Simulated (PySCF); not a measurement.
**CoSOH: relaxation and vibrations of the singlet**

Where does singlet CoSOH go from a linear start, is the end point a minimum, and what are its modes, charges and moments?

Program: PySCF 2.14.0. Level of theory: PBE0, basis Co def2-TZVP, S def2-TZVP, O def2-TZVP, H def2-TZVP, no relativity, density fitting. These are calculated values, not measurements.

## (1) The system as given

4 atoms, charge 0, spin multiplicity 1.

Bond lengths: Co1–S2 1.970 Å, Co1–O3 1.740 Å, O3–H4 0.960 Å. Angles: S2–Co1–O3 180.0°, Co1–O3–H4 130.0°.

```xyz
4
charge 0 multiplicity 1
Co    0.0069    0.0000    0.3038
S     0.0069    0.0000   -1.6662
O     0.0069    0.0000    2.0438
H    -0.7285    0.0000    2.6609
```

## (2) Linear start, singlet: relaxation

One driver script runs all steps and calls PySCF; scf.py shows how it sets up the SCF of each step. The optimiser is the driver's own. Before each start the driver seeks the lowest SCF state from one or more starting densities and follows internal instabilities, so scf.py alone need not reach the same state.

The program finds Cs symmetry in the start, which this walk keeps. Threshold on the gradient: 0.0003 Eh/bohr, with a further test on the energy change.

scf.py reads:

```python
from pyscf import gto, scf, dft
mol = gto.M(atom='''
Co     0.006868     0.000000     0.303761
S      0.006868     0.000000    -1.666239
O      0.006868     0.000000     2.043761
H     -0.728532     0.000000     2.660861''',
    basis={'Co': 'def2-TZVP', 'S': 'def2-TZVP', 'O': 'def2-TZVP', 'H': 'def2-TZVP'},
    charge=0, spin=0)
mf = dft.RKS(mol, xc='PBE0')
mf.grids.atom_grid = (50, 194)
aux = {'Co': 'def2-universal-JKFIT', 'S': 'def2-universal-JKFIT', 'O': 'def2-universal-JKFIT', 'H': 'def2-universal-JKFIT'}
mf = mf.density_fit(auxbasis=aux)
mf.kernel()
```

Energy and gradient, step by step:

```tsv
step	energy (Eh)	change (kJ/mol)	largest symmetric gradient (Eh/bohr)
0	-1856.332028	0.00	0.02706
1	-1856.336721	-12.32	0.01678
2	-1856.341896	-25.91	0.01139
3	-1856.342805	-28.30	0.00427
4	-1856.342922	-28.60	0.00236
5	-1856.343260	-29.49	0.00889
6	-1856.343494	-30.11	0.01131
7	-1856.343776	-30.85	0.00618
8	-1856.343906	-31.19	0.00097
9	-1856.343910	-31.20	0.00277
10	-1856.343921	-31.22	0.00063
11	-1856.343921	-31.23	0.00010
```

The walk took 20 s on 4 threads, shared host.

End point (Cs, 11 steps, 31.2 kJ/mol gained): Co–O 1.681 Å, Co–S 1.912 Å, O–H 0.959 Å; Co–O–H 131.5°, O–Co–S 146.2°.

## (3) Hessian and properties

The point is checked on the finer grid, and tightened if its gradient asks for it. The Hessian and the dipole derivatives come from central differences of analytic gradients, with steps of 0.01 bohr.

Changes to scf.py since step 2:

```diff
@@ -3,4 +3,4 @@
-Co     0.006868     0.000000     0.303761
-S      0.006868     0.000000    -1.666239
-O      0.006868     0.000000     2.043761
-H     -0.728532     0.000000     2.660861''',
+Co     0.264291     0.000000     0.272032
+S     -0.385266     0.000000    -1.526946
+O     -0.140433     0.000000     1.903216
+H     -0.990974     0.000000     2.347124''',
@@ -10 +10 @@
-mf.grids.atom_grid = (50, 194)
+mf.grids.atom_grid = (75, 302)
```

This SCF starts from the last density.

SCF at the final geometry:

```text
init E= -1856.34379423756
  HOMO = -0.275084198170614  LUMO = -0.148545896868746  gap/eV = 3.44328
cycle= 1 E= -1856.34379422145  delta_E= 1.61e-08  |g|= 0.000364  |ddm|= 0.00013
  HOMO = -0.275045788476267  LUMO = -0.148471394205738  gap/eV = 3.44426
cycle= 2 E= -1856.34379337563  delta_E= 8.46e-07  |g|= 0.00263  |ddm|= 0.000937
  HOMO = -0.275079267447967  LUMO = -0.148537006870312  gap/eV = 3.44339
cycle= 3 E= -1856.34379423787  delta_E= -8.62e-07  |g|= 1.71e-05  |ddm|= 0.000825
  HOMO = -0.275079568811  LUMO = -0.148537033030635  gap/eV = 3.44340
cycle= 4 E= -1856.3437942379  delta_E= -2.55e-11  |g|= 4.23e-06  |ddm|= 1.02e-05
  HOMO = -0.275079713031234  LUMO = -0.14853768077288  gap/eV = 3.44338
Extra cycle  E= -1856.34379423778  delta_E= 1.21e-10  |g|= 3.22e-05  |ddm|= 1.41e-05
converged SCF energy = -1856.34379423778
```

The whole step took 46 s.

Geometry: Cs; Co–O 1.681 Å, Co–S 1.913 Å, O–H 0.959 Å; Co–O–H 131.5°, O–Co–S 146.2°.

Harmonic modes (main isotopes):

```csv
symmetry,ω (cm⁻¹),IR (km/mol),μ (u)
a',119,3.3,5.74
a'',443,64.9,1.31
a',570,6.2,15.96
a',656,203,1.35
a',803,118,7.45
a',3899,207,1.07
```

Every mode is real; the point is a minimum.

Properties at this point:

```yaml
Dipole_moment: 1.42 D
Highest_occupied_level: -7.49 eV
Lowest_empty_level: -4.04 eV
Rotational_constants: 2.067, 0.1167, 0.1105 cm⁻¹
Zero-point_energy: 38.8 kJ/mol
Principal_polarisabilities: 29.8, 36.3, 80.4 bohr³
Atomisation_energy_without_zero-point_energy: 954 kJ/mol
Principal_traceless_quadrupole_moments_about_the_centre_of_mass: -4.56, -1.40, 5.96 D Å
Entropy_at_298.15_K_and_1_bar: 287.0 J/(mol K)
Heat_capacity_Cp_at_298.15_K: 58.2 J/(mol K)
Enthalpy_at_298.15_K_above_0_K: 13.47 kJ/mol
Rotational_symmetry_number: 1
```

Charges (e) and bond orders:

```tsv
atom	Mulliken	Löwdin	polar tensor	Mayer order to Co1
Co1	0.67	-0.13	0.86	–
S2	-0.36	0.20	-0.37	2.20
O3	-0.65	-0.24	-0.79	1.03
H4	0.34	0.17	0.31	0.02
```

Outer orbital energies (eV). occupied: -10.89, -10.61, -10.23, -8.86, -8.78, -7.96, -7.94, -7.49; empty: -4.04, -3.65, -0.19, 1.67.

Mulliken populations on Co1: s 6.52, p 12.24, d 7.57, f 0.00.

## (4) Would spin polarisation lower it?

At the lowest minimum the closed shell is tested against spin polarisation, on the (50, 194) grid. It is unstable: an open-shell solution lies lower. That solution was not followed to a minimum here.

## (5) Results

```
                            quantity                                                                  value
                             minimum         singlet, Cs (closed shell, unstable towards spin polarisation)
                            geometry  Co–O 1.681 Å, Co–S 1.913 Å, O–H 0.959 Å; Co–O–H 131.5°, O–Co–S 146.2°
                  wavenumbers (cm⁻¹)           119 (a'), 443 (a''), 570 (a'), 656 (a'), 803 (a'), 3899 (a')
                       dipole moment                                                                 1.42 D
highest occupied, lowest empty level                                                        -7.49, -4.04 eV
          polar-tensor charge of Co1                                                                +0.86 e
                   zero-point energy                                                            38.8 kJ/mol
```

**Reading.** The linear start keeps its Cs symmetry and ends in a minimum. The strongest infrared band lies at 3899 cm⁻¹ (a'). Other starts or spin states, not run here, may lie lower. A stability analysis at the minimum finds the closed shell unstable towards spin polarisation: an open-shell solution lies lower, and these values are not those of the lowest state.

The search up to here took 80 s.
